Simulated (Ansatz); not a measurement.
# GaH3 (triplet): wave-function methods side by side at distance Ga1–H3 = 1.956 Å, cc-pVDZ

The task here is to estimate one member of a computed series from the others.

Method: cc-pVDZ, core rule «outside noble gas», up to 14 orbitals frozen; program: Ansatz 0.2.0, Gaussian basis.

Plan: UHF; CCSD(T) on ROHF; CCSD(T) on UHF; BCCD(T) on ROHF; CISD; CCSDT(Q) on ROHF; CCSDT(Q) on UHF; CASSCF and MRCISD+Q, 4 electrons in 4 orbitals; CASSCF and NEVPT2, 4 electrons in 4 orbitals; CASSCF and MRCISD+Q, 6 electrons in 7 orbitals; CASSCF and NEVPT2, 6 electrons in 7 orbitals; Full CI.

21 further runs of the same task are left out: 16 that didn't finish, 5 set aside as unsound or not needed.

## The system

The geometry derives from a PBE0/def2-TZVP stationary point (not a proven minimum). One bond is set to the value named and the two fragments are kept rigid. No spin-orbit coupling is included. The filled d shell of Ga may be among the frozen orbitals whatever the setting's name suggests; the logs give the count.

4 atoms, charge 0, spin multiplicity 3.

Atoms are counted from 1 here; the program's logs count them from 0.

Bond lengths: Ga1–H2 1.585 Å, Ga1–H3 1.955 Å, Ga1–H4 1.955 Å, H3–H4 0.811 Å. Angles: H2–Ga1–H3 100.5°, H2–Ga1–H4 100.5°, H3–Ga1–H4 23.9°, Ga1–H3–H4 78.0°, Ga1–H4–H3 78.0°.

Geometry (Å):

| atom | x (Å) | y (Å) | z (Å) |
| --- | --- | --- | --- |
| Ga1 | 0.00000 | 0.02773 | -0.04569 |
| H2 | 0.00000 | -1.47760 | -0.54147 |
| H3 | 0.40542 | -0.22016 | 1.85118 |
| H4 | -0.40542 | -0.22016 | 1.85118 |

Set-up of the first run:

in.yaml reads:

```yaml
crystal:
  periodic: [false, false, false]
  atoms:
    - {symbol: Ga, position_ang: [0.000000, 0.027726, -0.045695]}
    - {symbol: H, position_ang: [0.000000, -1.477599, -0.541473]}
    - {symbol: H, position_ang: [0.405418, -0.220158, 1.851181]}
    - {symbol: H, position_ang: [-0.405418, -0.220158, 1.851181]}
basis:
  gaussian: {orbitals: cc-pVDZ}
magnetization: {spin_polarized: true, initial_magnetization: 2}
hamiltonian: {xc: hf}
output: {orbitals: {seedname: orbitals}}
```

Command:

```console
$ ansatz run in.yaml --threads 1 --pin off --events-out ev --progress --plain --max-ram 2393MiB
```

Among the steps run: UHF; CCSD(T) on ROHF; CCSD(T) on UHF; BCCD(T) on ROHF; CISD; CCSDT(Q) on ROHF; CCSDT(Q) on UHF; CASSCF and MRCISD+Q, 4 electrons in 4 orbitals; CASSCF and NEVPT2, 4 electrons in 4 orbitals; CASSCF and MRCISD+Q, 6 electrons in 7 orbitals; CASSCF and NEVPT2, 6 electrons in 7 orbitals; Full CI.

One of the session's tables, all rows but one given; the rest of the session is left out.

```
          method  from FCI (meV)
            ROHF         +2519.1
             UHF         +2466.3
            RMP2          +656.5
            UMP2          +634.1
           RCCSD           +55.0
           UCCSD           +40.2
        RCCSD(T)           +14.0
        UCCSD(T)            +0.5
         BCCD(T)           +13.8
          RCCSDT            -0.4
          UCCSDT           -13.8
       RCCSDT(Q)            -1.1
       UCCSDT(Q)           -14.5
  CASSCF valence         +1354.9
  NEVPT2 valence               ?
  MRCISD valence           +53.0
MRCISD+Q valence           +10.8
             FCI               0
```

Q: Estimate the row for NEVPT2 valence from the others.

**Answer.** from FCI (meV): +461.9. In the column «from FCI (meV)» it lies between RCCSD (+55.0) and UMP2 (+634.1).

Among the levels timed on like hardware and quicker than the yardstick, those that no quicker one beats, quickest first: BCCD(T) (1.6 s, +13.8 meV); UCCSD(T) (2 s, +0.5 meV).

Not comparable, so not listed: CISD (they don't share determinant, frozen orbitals or solution with the rows shown, or repeat one).

Caveats from the session: The yardstick is full CI for this spin, exact in this basis with these frozen cores. Left out of the table: CASSCF pair, NEVPT2 pair, MRCISD pair, MRCISD+Q pair (the active space lost an orbital or holds another state than full CI finds). UCCSDT, UCCSDT(Q) fall below full CI: unrestricted runs freeze a spin-polarised core, another one than full CI's, and coupled cluster isn't variational. Of the multireference levels listed MRCISD+Q valence comes nearest in total energy (+10.8 meV), which doesn't show that its space is the better one. Levels on UHF freeze UHF's core orbitals, full CI those of ROHF, so the U rows can settle a little off it for that reason alone. Restricted and unrestricted rows rest on different reference determinants; where their highest levels disagree by more than a few hundredths of an eV, they describe different states and don't form one ladder. Warnings in the runs' records: passed over end.
